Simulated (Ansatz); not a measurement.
# TiN: the cost of one run

Computed with Ansatz 0.2.0 (DFT PBE, scalar-relativistic, plane waves, PAW, unless a step's input says otherwise).

1 further run of the same task is left out (set aside as unsound or not needed).

### 1 The structure to begin with

It takes space group Fm-3m (No. 225, cubic). Conventional cell: a = 4.247 Å, b = 4.247 Å, c = 4.247 Å, α = 90.00°, β = 90.00°, γ = 90.00°. Ti (site symmetry m-3m) is surrounded by 6 N at 2.12 Å. Around N (site symmetry m-3m) lie 6 Ti at 2.12 Å.

Coordinates:

```
CELL_PARAMETERS angstrom
0.00000 2.12342 2.12342
2.12342 0.00000 2.12342
2.12342 2.12342 0.00000
ATOMIC_POSITIONS crystal
Ti 0.00000 0.00000 0.00000
N 0.50000 0.50000 0.50000
```

This cell was relaxed beforehand with the same method: volume 9.57 Å³/atom, gap on the mesh none (metal).

### 2 Bulk reference on the slab's mesh

input.yaml reads:

```yaml
crystal:
  lattice:
    - [3.0029763833, 0.0, 0.0]
    - [-1.5014881916, 2.6006538349, 0.0]
    - [-1.5014881916, 0.8668846116, 2.4519199496]
  atoms:
    - { symbol: Ti, position: [0.0, 0.0, 0.0] }
    - { symbol: "N", position: [0.5, 0.5, 0.5] }
basis:
  ecutwfc: 420
kpoints:
  mp_grid: { grid: [12, 12, 14] }
hamiltonian:
  xc: pbe
scf:
  occupations: { method: gaussian, width: 0.1 }
output:
  forces: true
  stress: true
  eigenvalues: true
  write_density: true
  write_potential: true
  elf: true
  volumetric_format: npy
```

Command:

```sh
$ ansatz run input.yaml --threads 4 --pin off --max-ram 10240MiB --backend cpu --events-out ev --progress --plain --runs-dir out
```

What time and memory should one allow on 4 threads of AMD EPYC 9R45 (Zen 5), shared host?

About 1 s, with a peak of 0.5 GiB.
